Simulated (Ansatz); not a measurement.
This script drives the Ansatz DFT code, driven from Python.

`b2h8sisn.xyz`
```text
12

B    -1.00180    1.59590   -0.29890
B    -0.18900    0.26760    0.02930
Si    0.07090   -0.26560    1.85690
Sn    0.71950   -0.94340   -1.62300
H    -1.22170    1.95720   -1.45090
H    -1.49460    2.31170    0.56470
H     0.85580    0.79870    2.58470
H    -1.15650   -0.47880    2.51430
H     0.89820   -1.48960    1.94170
H     1.75000    0.02390   -2.54200
H    -0.67340   -1.51650   -2.61560
H     1.51960   -2.31630   -0.92720
```

Script `b2h8sisn.py`:
```python
"""Electronic structure of the B2H8SiSn molecule."""

from dataclasses import dataclass

import ansatz as az
import numpy as np


@dataclass(frozen=True)
class RunConfig:
    basis_set: str = "def2-SVP"
    method: str = "ccsd"


opts = RunConfig()

system = az.Crystal.molecule_from_extxyz("b2h8sisn.xyz")

calc = system.calculation()
calc = calc.basis(gaussian=opts.basis_set)
calc = calc.correlation(opts.method).forces()
print(calc.to_yaml())
done = calc.run(threads=1)
report = done.report

for key in ("converged", "free_energy_ev", "reference_energy_ev", "n_frozen", "n_occupied", "n_virtual"):
    print(f"{key:22s} {report[key]}")

parts = report["correlation"]
for name in ("random_phase", "coupled_cluster", "perturbative"):
    if name in parts:
        print(f"{name:16s} {parts[name]['energy']['hartree']:12.7f} Ha")
if "second_order" in parts:
    pair = parts["second_order"]
    print(f"MP2 same spin {pair['same_spin']['hartree']:.7f} Ha, opposite spin {pair['opposite_spin']['hartree']:.7f} Ha")

field = report["mean_field"]
print("<S^2> =", round(abs(field["state"]["spin_squared"]), 4), " all-electron relativity setting:", field["relativity"])
print("passes:", field["passes"])
if "symmetry" in field:
    print("occupied orbitals by irrep:", field["symmetry"]["occupied"])

symbols = [site.symbol for site in system.cartesian_sites]
print("forces (eV/A)")
for symbol, f in zip(symbols, report["forces_ev_ang"]):
    print(f"  {symbol:2s} {f[0]:9.4f} {f[1]:9.4f} {f[2]:9.4f}")

charges = report["charge_distribution"]
print("dipole moment", round(4.803205 * float(np.linalg.norm(charges["dipole_moment_e_ang"])), 3), "D")
print("Mulliken:", [(s, round(q, 3)) for s, q in zip(symbols, charges["mulliken_charges_e"])])
```

It is started by `python b2h8sisn.py`. How long does it take on 1 thread of Arm Neoverse V2, on a shared host, and how much memory does it need?

It took about 50 s, with a peak of 0.79 GiB, for 1 run of the engine.

```console
$ python b2h8sisn.py
crystal:
  periodic: [false, false, false]
  atoms:
    - { symbol: B, position_ang: [-1.0018, 1.5959, -0.2989] }
    - { symbol: B, position_ang: [-0.189, 0.2676, 0.0293] }
    - { symbol: Si, position_ang: [0.0709, -0.2656, 1.8569] }
    - { symbol: Sn, position_ang: [0.7195, -0.9434, -1.623] }
    - { symbol: H, position_ang: [-1.2217, 1.9572, -1.4509] }
    - { symbol: H, position_ang: [-1.4946, 2.3117, 0.5647] }
    - { symbol: H, position_ang: [0.8558, 0.7987, 2.5847] }
    - { symbol: H, position_ang: [-1.1565, -0.4788, 2.5143] }
    - { symbol: H, position_ang: [0.8982, -1.4896, 1.9417] }
    - { symbol: H, position_ang: [1.75, 0.0239, -2.542] }
    - { symbol: H, position_ang: [-0.6734, -1.5165, -2.6156] }
    - { symbol: H, position_ang: [1.5196, -2.3163, -0.9272] }
basis:
  gaussian:
    orbitals: def2-SVP
correlation:
  method: ccsd
output:
  forces: true

converged              True
free_energy_ev         -15142.994689026991
reference_energy_ev    -15130.541963553487
n_frozen               11
n_occupied             [16, 16]
n_virtual              [85, 85]
coupled_cluster    -0.4576292 Ha
MP2 same spin -0.0644594 Ha, opposite spin -0.3150121 Ha
<S^2> = 0.0  all-electron relativity setting: none
passes: {'evaluations': 34, 'products': 45}
occupied orbitals by irrep: [{'A': 27}, {'A': 27}]
forces (eV/A)
  B    -2.3543    3.4209   -1.1218
  B     1.6845   -2.2810   -0.3679
  Si    2.0145   -0.3163    0.7410
  Sn   -0.8183   -0.8257   -0.1099
  H    -0.0365    0.0091    0.3629
  H     0.2172   -0.0606   -0.2352
  H    -0.2307   -0.0376   -0.1594
  H    -1.5628   -0.2172    0.9116
  H     0.0211   -0.2247    0.2276
  H     0.2588    0.0772   -0.3228
  H     0.8318    0.2806    0.4257
  H    -0.0251    0.1752   -0.3519
dipole moment 0.527 D
Mulliken: [('B', 0.153), ('B', -0.324), ('Si', 0.43), ('Sn', 0.487), ('H', -0.046), ('H', -0.039), ('H', -0.097), ('H', -0.108), ('H', -0.108), ('H', -0.113), ('H', -0.114), ('H', -0.121)]
```

What to keep in mind:
- Total energies depend on the basis set; only differences at equal settings carry meaning.
- The geometry is a force-field or estimated start, not a minimum of this method, and the basis set is short of its limit.
- def2 sets replace the cores of elements past krypton by effective core potentials.
- Inner cores stay frozen; a filled d shell under the valence of the heavier atoms is correlated with it.
- S² is that of the Hartree-Fock reference.
